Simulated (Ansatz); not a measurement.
C3H4Se, SMILES C=C1C[Se]1, a single point in a Gaussian basis

With the Ansatz DFT code, driven from Python.

The cells in order, each with its output:

**Cell 1**
```python
from pathlib import Path
import json

import ansatz as az

geometry_ang = [
    ("C", (-0.4282, 1.338, -0.157)),
    ("C", (-0.1552, 0.0943, -0.2521)),
    ("C", (0.4275, -1.1163, 0.3152)),
    ("Se", (-0.0513, -1.6661, -1.2819)),
    ("H", (-0.9913, 1.8574, -1.0091)),
    ("H", (-0.2256, 1.9659, 0.7193)),
    ("H", (1.59, -1.0359, 0.4226)),
    ("H", (-0.0739, -1.4945, 1.1872)),
]
molecule = az.Crystal.molecule()
for symbol, xyz in geometry_ang:
    molecule = molecule.atom(symbol, xyz)
```

**Cell 2**
```python
calculation = (
    molecule.calculation()
    .basis(gaussian="def2-TZVP")
    .functional("B3LYP")
    .orbitals()
)
out = calculation.run(threads=1, backend="cpu", runs_dir="c3h4se_runs")
data = out.report
```

**Cell 3**
```python
data["reference_energy_ev"]
```
Output:
```text
-68525.3661593082
```

**Cell 4**
```python
data["positions_ang"]
```
Output:
```text
[[-0.4282, 1.338, -0.157], [-0.1552, 0.0943, -0.2521], [0.4275, -1.1163, 0.3152],
 [-0.0513, -1.6661, -1.2819], [-0.9913, 1.8574, -1.0091], [-0.2256, 1.9659, 0.7193],
 [1.59, -1.0359, 0.4226], [-0.0739, -1.4945, 1.1872]]
```

**Cell 5**
```python
{key: value for key, value in data.items() if isinstance(value, (int, float)) and "ev" in key}
```
Output:
```text
{'free_energy_ev': -68525.3661593082, 'reference_energy_ev': -68525.3661593082}
```

**Cell 6**
```python
for key in ("converged", "free_energy_ev", "reference_energy_ev", "n_frozen", "n_occupied", "n_virtual"):
    print(f"{key:22s} {data[key]}")
```
Output:
```text
converged              True
free_energy_ev         -68525.3661593082
reference_energy_ev    -68525.3661593082
n_frozen               0
n_occupied             [28, 28]
n_virtual              [137, 137]
```

**Cell 7**
```python
lines = Path(data["orbitals_path"]).read_text().splitlines()
field_of = lambda key: [line.split("=")[1].strip() for line in lines if line.startswith(key)]
orbitals = [(27.211386 * float(e), s, float(n)) for e, s, n in zip(field_of("Ene="), field_of("Spin="), field_of("Occup="))]
homo = max(e for e, _, n in orbitals if n > 0.5)
lumo = min(e for e, _, n in orbitals if n < 0.5)
for e, spin, n in sorted(orbitals):
    if homo - 15 < e < lumo + 5:
        print(f"{spin:6s} {e:10.3f} eV  occupation {n:.0f}")
with open("c3h4se.json", "w") as handle:
    json.dump({k: data[k] for k in ("free_energy_ev", "reference_energy_ev", "n_occupied", "n_virtual")}, handle, indent=1)
```
Output:
```text
Alpha     -20.599 eV  occupation 2
Alpha     -16.576 eV  occupation 2
Alpha     -14.864 eV  occupation 2
Alpha     -13.005 eV  occupation 2
Alpha     -12.708 eV  occupation 2
Alpha     -12.077 eV  occupation 2
Alpha      -9.641 eV  occupation 2
Alpha      -8.143 eV  occupation 2
Alpha      -7.505 eV  occupation 2
Alpha      -6.109 eV  occupation 2
Alpha      -1.351 eV  occupation 0
Alpha      -0.296 eV  occupation 0
Alpha       0.958 eV  occupation 0
Alpha       1.728 eV  occupation 0
Alpha       1.899 eV  occupation 0
Alpha       2.630 eV  occupation 0
Alpha       2.777 eV  occupation 0
Alpha       3.596 eV  occupation 0
```

`c3h4se.json`, as written:
```json
{
 "free_energy_ev": -68525.3661593082,
 "reference_energy_ev": -68525.3661593082,
 "n_occupied": [
  28,
  28
 ],
 "n_virtual": [
  137,
  137
 ]
}
```

These settings explore the input space; basis and method may be short of convergence. The geometry is a force-field or estimated start, not a minimum of this method, and the basis set is short of its limit. Alpha marks a spatial orbital of a restricted run, filled by both spins. b3lyp holds the VWN-RPA fit, as in Gaussian; the form of ORCA and Turbomole is b3lyp5. Levels such as HOMO and LUMO are orbital energies: with these approximate functionals they aren't the ionisation energy and electron affinity, and their gap isn't the fundamental gap. Finished in 5.8 s on 1 thread of Arm Neoverse V1 (shared host), peak memory 0.41 GiB.

(Lines on the test bed's own set-up are left out of the output.)
